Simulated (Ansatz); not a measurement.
A nudged elastic band was laid between two geometries of a periodic cell of 17 atoms, TiSi16 (host Si, host structure diamond, interstitial Ti).

Theory: Ansatz, DFT PBE, scalar-relativistic, plane waves, PAW. Settings: PAW set soft_1, cutoff 420 eV, k mesh 2x2x2, gaussian smearing 0.02 eV, no spin polarisation.

```yaml
movable_images: 3
climbing_image: yes
spring: 5.0 eV/Å²
optimiser: quadratic models (default)
start_path: straight line
force_threshold: 0.05 eV/Å
iteration_limit: 80
end_points: relaxed
```

Initial state:

```xyz
17
Lattice="0.0000 5.4300 5.4300 5.4300 0.0000 5.4300 5.4300 5.4300 0.0000" Properties=species:S:1:pos:R:3
Si -0.038 -0.018 -0.039
Si 1.360 1.360 1.359
Si 2.711 2.717 0.007
Si 4.017 4.072 1.405
Si 2.758 -0.016 2.757
Si 4.075 1.277 4.075
Si 5.338 2.697 2.809
Si 6.745 4.072 4.130
Si 0.009 2.717 2.710
Si 1.406 4.073 4.016
Si 2.738 5.493 2.736
Si 4.077 6.844 4.075
Si 2.809 2.699 5.338
Si 4.131 4.072 6.744
Si 5.413 5.490 5.412
Si 6.790 6.802 6.789
Ti 6.790 9.462 6.789
```

Final state:

```xyz
17
Lattice="0.0000 5.4300 5.4300 5.4300 0.0000 5.4300 5.4300 5.4300 0.0000" Properties=species:S:1:pos:R:3
Si -0.024 0.006 0.005
Si 1.327 1.342 1.342
Si 2.718 2.700 0.043
Si 4.082 4.084 1.354
Si 2.717 0.043 2.700
Si 4.081 1.354 4.083
Si 5.408 2.719 2.719
Si 6.764 4.117 4.116
Si 0.019 2.719 2.719
Si 1.321 4.096 4.096
Si 2.715 5.390 2.740
Si 4.115 6.725 4.137
Si 2.714 2.740 5.389
Si 4.115 4.136 6.726
Si 5.468 5.434 5.435
Si 6.765 6.750 6.750
Ti 8.165 8.147 8.148
```

Which bonds break or form, and what moves?

Contacts lost: Si1–Ti17, Si2–Ti17, Si4–Ti17, Si10–Ti17. Contacts made: Si3–Ti17, Si9–Ti17, Si11–Ti17, Si12–Ti17. The atom that moves furthest is Ti17, by 2.34 Å; four of its nearest neighbours are Si1 2.41, Si5 2.41, Si13 2.45, Si7 2.45 Å at the first end and Si16 2.42, Si8 2.42, Si14 2.44, Si12 2.44 Å at the last.

What energy profile does the band end with?

The forces met the threshold. The highest image is number 2 of 0 to 4, 1.71 eV above the first end and 1.71 eV above the last; the last end lies 0.00 eV above the first. Neighbouring images differ by up to 1.3 eV, so the band resolves the path poorly. By the program's own check the climbing image is of a kind that is not told: the force calls were inconclusive, a negative curvature could not be distinguished from the path's own, the only one lies far off the path, or fixed occupations may fill a level only in part (lowest curvatures found: -3.68 and -0.09 eV/Å²). Limits of this set-up: coarse k mesh, a small cell, in which the defect meets its images.

| image | path coordinate (Å) | energy (eV) | Si1–Ti17 (Å) | Si2–Ti17 (Å) | Si4–Ti17 (Å) |
| --- | --- | --- | --- | --- | --- |
| 0 | 0.00 | 0.00 | 2.41 | 2.76 | 2.77 |
| 1 | 0.75 | 0.57 | 2.54 | 2.99 | 2.99 |
| 2 | 1.49 | 1.71 | 3.20 | 3.51 | 3.51 |
| 3 | 2.30 | 0.45 | 4.05 | 4.16 | 4.16 |
| 4 | 3.11 | 0.00 | 4.67 | 4.47 | 4.49 |

What is the geometry of the highest image?


```xyz
17
Lattice="0.0000 5.4300 5.4300 5.4300 0.0000 5.4300 5.4300 5.4300 0.0000" Properties=species:S:1:pos:R:3
Si 0.186 -0.182 0.188
Si 1.427 1.369 1.429
Si 2.652 2.783 0.012
Si 4.065 4.007 1.429
Si 2.821 0.132 2.822
Si 4.255 1.178 4.258
Si 5.301 2.612 2.823
Si 6.687 4.176 4.204
Si 0.010 2.785 2.649
Si 1.425 4.010 4.064
Si 2.649 5.425 2.649
Si 3.895 6.970 3.895
Si 2.819 2.615 5.299
Si 4.201 4.179 6.684
Si 5.255 5.609 5.252
Si 6.684 6.663 6.684
Ti 7.466 8.827 7.466
```

Run time: 6.1 min on 1 thread of Arm Neoverse V2, on a shared host, peak memory 0.8 GiB.
